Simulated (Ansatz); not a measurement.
# Li16H: the cost of one run

Method: DFT LDA, plane waves, PAW, scalar-relativistic, no spin polarisation, in Ansatz 0.2.0.

## Step 1: The starting structure

The cell holds 17 atoms (HLi16): a = 6.980 Å, b = 6.980 Å, c = 6.980 Å, α = 90.00°, β = 90.00°, γ = 90.00°.

Its coordinates follow in the input file.

## Step 2: Relaxing the start

File input.yaml:

```yaml
accuracy: low
crystal:
  lattice:
    - [6.98, 0.0, 0.0]
    - [0.0, 6.98, 0.0]
    - [0.0, 0.0, 6.98]
  atoms:
    - { symbol: Li, position: [0.0, 0.0, 0.0] }
    - { symbol: Li, position: [0.5, 0.0, 0.0] }
    - { symbol: Li, position: [0.0, 0.5, 0.0] }
    - { symbol: Li, position: [0.0, 0.0, 0.5] }
    - { symbol: Li, position: [0.25, 0.25, 0.25] }
    - { symbol: Li, position: [0.5, 0.5, 0.0] }
    - { symbol: Li, position: [0.5, 0.0, 0.5] }
    - { symbol: Li, position: [0.75, 0.25, 0.25] }
    - { symbol: Li, position: [0.0, 0.5, 0.5] }
    - { symbol: Li, position: [0.25, 0.75, 0.25] }
    - { symbol: Li, position: [0.25, 0.25, 0.75] }
    - { symbol: Li, position: [0.5, 0.5, 0.5] }
    - { symbol: Li, position: [0.75, 0.75, 0.25] }
    - { symbol: Li, position: [0.75, 0.25, 0.75] }
    - { symbol: Li, position: [0.25, 0.75, 0.75] }
    - { symbol: Li, position: [0.75, 0.75, 0.75] }
    - { symbol: H, position: [0.3843348, 0.742873, 0.0143913] }
basis:
  ecutwfc: 420.0
kpoints:
  mp_grid: { grid: [2, 2, 2] }
hamiltonian:
  xc: lda
scf:
  occupations: { method: fermi_dirac, width: 0.1 }
  lower_state_search: "off"
relax:
  f_tol: 0.08
  max_steps: 25
  adjacent_minimum: "off"
```

The run is started by

```console
ansatz run input.yaml --threads 1 --pin off --max-ram 3072MiB --backend cpu --events-out ev --progress --plain --runs-dir out
```

Q: Estimate wall time and peak memory on 1 thread of Intel Xeon Platinum 8488C (Sapphire Rapids), shared host.

About 15 s, with a peak of 0.52 GiB.
